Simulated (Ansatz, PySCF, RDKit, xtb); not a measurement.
# Which structure has the formula SiNH3OF2?

Given the formula SiNH3OF2 and nothing else, which arrangement of the atoms is the most stable in the gas at 298.15 K, and what are its properties?

Plan: many cheap relaxations first (GFN2-xTB), then density-functional screening, relaxation at B3LYP-D3(BJ)/def2-SVP, vibrations and a final energy. The numbers are computed, not measured.

8 further runs of the same task are left out: 8 set aside as unsound or not needed.

### Step 1. Possible bonding patterns

A program enumerates the bonding patterns with one Lewis structure each (two rings at most, one unusual centre or charged pair), with their diastereomers. O–O, O–halogen and N–halogen bonds and N–N–N chains are not drawn. That gives 7 candidates.

| label | SMILES | spin |
| --- | --- | --- |
| c174 | [O-][NH2+][SiH](F)F | singlet |
| c218 | N[OH+][Si-](F)F | singlet |
| c287 | N[Si](O)(F)F | singlet |
| c732 | ON[SiH](F)F | singlet |
| c835 | NO[SiH](F)F | singlet |
| c870 | [NH3+][Si-](=O)(F)F | singlet |
| c960 | O[NH2+][Si-](F)F | singlet |

Candidates are built by distance geometry, with a force field where one applies, in up to four conformers (letters a to d). 3 starts with atoms placed at random are added, to find patterns that the rules miss.

Q: Predict the outcome of this search (final energies at CCSD(T)/def2-SVP + MP2/def2-TZVPP - MP2/def2-SVP).

| quantity | value |
| --- | --- |
| lowest structure found | N[Si](O)(F)F, singlet, C1 |
| next finalist | [NH3][Si]([O])([F])[F] ‡, singlet, 30.5 kcal/mol higher in G |
| share at equilibrium, among the finalists | 100.0 % |
| harmonic wavenumbers, lowest and highest (B3LYP-D3(BJ)/def2-SVP) | 174 and 3887 cm⁻¹ |
| rotational constants, same geometry | 0.1337, 0.1281, 0.1212 cm⁻¹ |
| dipole moment (PBE0/def2-TZVPD) | 3.32 D |
| HOMO energy (PBE0/def2-TZVPD) | -8.50 eV |
| LUMO energy (PBE0/def2-TZVPD) | -0.43 eV |
| HOMO–LUMO gap (PBE0/def2-TZVPD) | 8.07 eV |
| lowest excitation (TD-CAM-B3LYP/def2-SVPD) | 7.11 eV (f = 0.053) |
| strongest of the states computed, same level | 9.50 eV (f = 0.071) |
| lowest triplet excitation, same level, Tamm-Dancoff | 6.69 eV |
| vertical ionisation energy | 11.02 eV |
| vertical electron affinity | -0.64 eV (unbound: the value depends on the basis) |
| vertical triplet less singlet | +6.45 eV |

The search ends on `N[Si](O)(F)F`. Among the finalists first place is clear (30.5 kcal/mol); structures outside the list aren't covered. GFN2-xTB, HF/STO-3G, r2SCAN-D4/def2-SVP, B3LYP-D3(BJ)/def2-SVP, HF/def2-SVP and MP2/def2-SVP already put its bonding pattern lowest among the structures in one piece. The search is not exhaustive (a finite list of starts, one conformer a finalist), so a lower isomer can't be ruled out. Patterns outside the rules of the enumeration were met only by chance. The lowest isomer need not be the one that is made and kept in a bottle, which depends on barriers.

‡ marks the bonded skeleton alone, with all bonds drawn single: no Lewis structure was assigned that passes a check against the bond lengths.
